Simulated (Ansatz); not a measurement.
# C₆H₅Li: up Jacob's ladder to CCSD(T)

An exercise on one series of results from a longer session: the logs are not shown, and one member is left open.

Method: functionals in def2-TZVPP, the program's frozen cores in correlated methods; program: Ansatz 0.2.0, Gaussian basis.

Levels to be run: LDA (SPW92), PBE-D4, revPBE-D4, BLYP-D4, r2SCAN-D4, B97M-V, PBE0-D4, B3LYP-D4, r2SCANh-D4, r2SCAN0-D4, HSE06-D4, BHLYP-D4, CAM-B3LYP-D4, LC-ωPBE, ωB97X-V, ωB97M-V, B2PLYP, PBE-QIDH; CCSD(T)/def2-SVP; CCSD(T)/def2-TZVPP; MP2/def2-QZVPP; extrapolation to the limit; RPA on PBE.

## The relaxed structure

The geometry comes from an earlier relaxation with PBE0-D4 in a triple-zeta def2 set; it is a stationary point, not always the lowest conformer.

SMILES `[Li][c]1ccccc1`, 12 atoms, charge 0, spin multiplicity 1.

Atoms are counted from 1 here; the program's logs count them from 0.

Bond lengths: Li1–C2 1.957 Å, C2–C3 1.406 Å, C2–C7 1.406 Å, C3–C4 1.391 Å, C3–H8 1.090 Å, C4–C5 1.387 Å, C4–H9 1.086 Å, C5–C6 1.387 Å, C5–H10 1.085 Å, C6–C7 1.391 Å, C6–H11 1.086 Å, C7–H12 1.090 Å. Angles: Li1–C2–C3 122.9°, Li1–C2–C7 122.9°, C3–C2–C7 114.3°, C2–C3–C4 123.4°, C2–C3–H8 119.8°, C4–C3–H8 116.8°, C3–C4–C5 119.9°, C3–C4–H9 120.2°, C5–C4–H9 119.9°, C4–C5–C6 119.0°, C4–C5–H10 120.5°, C6–C5–H10 120.5°, C5–C6–C7 119.9°, C5–C6–H11 119.9°, C7–C6–H11 120.2°, C2–C7–C6 123.4°, C2–C7–H12 119.8°, C6–C7–H12 116.8°.

Geometry (Å):

| atom | x (Å) | y (Å) | z (Å) |
| --- | --- | --- | --- |
| Li1 | -0.09537 | -3.32262 | -0.35798 |
| C2 | -0.03578 | -1.37779 | -0.14626 |
| C3 | -0.76079 | -0.69536 | 0.84684 |
| C4 | -0.72716 | 0.68543 | 1.00760 |
| C5 | 0.05145 | 1.46162 | 0.16213 |
| C6 | 0.78705 | 0.83909 | -0.83528 |
| C7 | 0.73583 | -0.54350 | -0.97462 |
| H8 | -1.38976 | -1.25509 | 1.53978 |
| H9 | -1.30902 | 1.15844 | 1.79363 |
| H10 | 0.08459 | 2.53975 | 0.27925 |
| H11 | 1.40166 | 1.43349 | -1.50542 |
| H12 | 1.33431 | -0.97866 | -1.77557 |

The first run:

The input, in.yaml:

```yaml
crystal:
  periodic: [false, false, false]
  atoms:
    - {symbol: Li, position_ang: [-0.095374, -3.322622, -0.357978]}
    - {symbol: C, position_ang: [-0.035783, -1.377786, -0.146261]}
    - {symbol: C, position_ang: [-0.760791, -0.695363, 0.846840]}
    - {symbol: C, position_ang: [-0.727158, 0.685433, 1.007598]}
    - {symbol: C, position_ang: [0.051447, 1.461624, 0.162130]}
    - {symbol: C, position_ang: [0.787054, 0.839087, -0.835283]}
    - {symbol: C, position_ang: [0.735830, -0.543497, -0.974617]}
    - {symbol: H, position_ang: [-1.389762, -1.255091, 1.539781]}
    - {symbol: H, position_ang: [-1.309024, 1.158435, 1.793631]}
    - {symbol: H, position_ang: [0.084590, 2.539754, 0.279250]}
    - {symbol: H, position_ang: [1.401665, 1.433490, -1.505419]}
    - {symbol: H, position_ang: [1.334307, -0.978664, -1.775572]}
basis:
  gaussian: {orbitals: def2-TZVPP}
hamiltonian: {xc: lda}
output: {orbitals: {seedname: orbitals}}
```

On the command line:

```bash
$ ansatz run in.yaml --threads 2 --pin off --events-out ev --progress --plain --max-ram 32768MiB --backend cpu
```

Steps of the session up to this table: LDA; PBE-D4 (GGA); revPBE-D4 (GGA); BLYP-D4 (GGA); r2SCAN-D4 (meta-GGA); B97M-V (meta-GGA); PBE0-D4 (hybrid); B3LYP-D4 (hybrid); r2SCANh-D4 (hybrid); r2SCAN0-D4 (hybrid); HSE06-D4 (hybrid); BHLYP-D4 (hybrid); CAM-B3LYP-D4 (range-separated); LC-ωPBE (range-separated); ωB97X-V (range-separated); ωB97M-V (range-separated); B2PLYP (double hybrid); PBE-QIDH (double hybrid).

One of the session's tables, all rows but one given; the rest of the session is left out.

It belongs to the step «Orbital energies across the functionals». 

| functional | HOMO (eV) | LUMO (eV) | gap (eV) |
| --- | --- | --- | --- |
| LDA (SPW92) | -4.37 | -1.57 | 2.79 |
| PBE-D4 | -4.26 | -1.69 | 2.57 |
| revPBE-D4 | -4.20 | -1.78 | 2.42 |
| BLYP-D4 | -4.18 | -1.79 | 2.39 |
| r2SCAN-D4 | -4.42 | -0.81 | 3.61 |
| B97M-V | -4.56 | -1.57 | 2.99 |
| PBE0-D4 | -5.51 | -1.17 | 4.34 |
| B3LYP-D4 | -5.32 | -1.47 | 3.86 |
| r2SCANh-D4 | -4.90 | -0.73 | 4.17 |
| r2SCAN0-D4 | -5.63 | -0.62 | 5.01 |
| HSE06-D4 | -5.11 | -1.45 | 3.66 |
| BHLYP-D4 | ? | ? | ? |
| CAM-B3LYP-D4 | -6.93 | -0.79 | 6.14 |
| LC-ωPBE | -8.23 | -0.04 | 8.19 |
| ωB97X-V | -7.91 | -0.02 | 7.89 |
| ωB97M-V | -7.82 | -0.66 | 7.15 |

**Question.** Estimate the row for BHLYP-D4.

Worked estimate for «HOMO (eV)». Against the share of exact exchange, BLYP-D4 (0, -4.18), B3LYP-D4 (0.2, -5.32) give a slope of -5.70 per unit share; at 0.5 the line stands at -7.03.

As computed: HOMO (eV): -6.68; LUMO (eV): -0.93; gap (eV): 5.75. In «HOMO (eV)» the line misses by -0.35.
